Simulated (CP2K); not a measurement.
The system is NiMoIrPdW.

```
CELL_PARAMETERS angstrom
4.11705 0.00000 0.00000
-2.05853 3.56547 0.00000
0.00000 0.00000 5.44580
ATOMIC_POSITIONS crystal
Ni 0.00000 0.00000 0.95775
Mo 0.66667 0.33333 0.96161
Pd 0.66667 0.33333 0.46295
Ir 0.33333 0.66667 0.72572
W 0.33333 0.66667 0.23642
```

The cell was built by a generator and needn't be a form met in nature.

Base run:

| Property | Result |
| --- | --- |
| Program | CP2K 2026.2 |
| Functional | vdW-DF-cx |
| Potentials or basis | GTH_POTENTIALS Ni GTH-PBE-q18, Pd GTH-PBE-q18, Ir GTH-PBE-q17, W GTH-PBE-q14; POTENTIAL_UZH Mo GTH-PBE-q14; TZVP-MOLOPT-SR-GTH, TZVP-MOLOPT-PBE-GTH basis |
| Density cutoff | 13606 eV |
| k mesh | 8 × 8 × 5 |
| Occupations | fermi-dirac, width 0.05 eV |
| Spin | collinear spin, ferromagnetic start |
| Starting moments | [1.0, 1.0, 0.0, 0.6, 0.0] μB |

Its results: band gap on the k mesh none (metal or under the smearing width); pressure -6.1 GPa; net moment 0.00 μB per cell.

**Question.** The run is repeated on the same cell with these changes: functional from vdW-DF-cx to PBEsol. What comes out?

**Answer.** Band gap on the k mesh none (metal or under the smearing width); pressure -7.3 GPa; net moment 0.00 μB per cell.

Caveats: the potentials were made for another functional, which shifts forces and pressure; the basis of atomic orbitals isn't converged, which shifts pressures, moduli and gaps.

Not every run made on this cell is shown here.
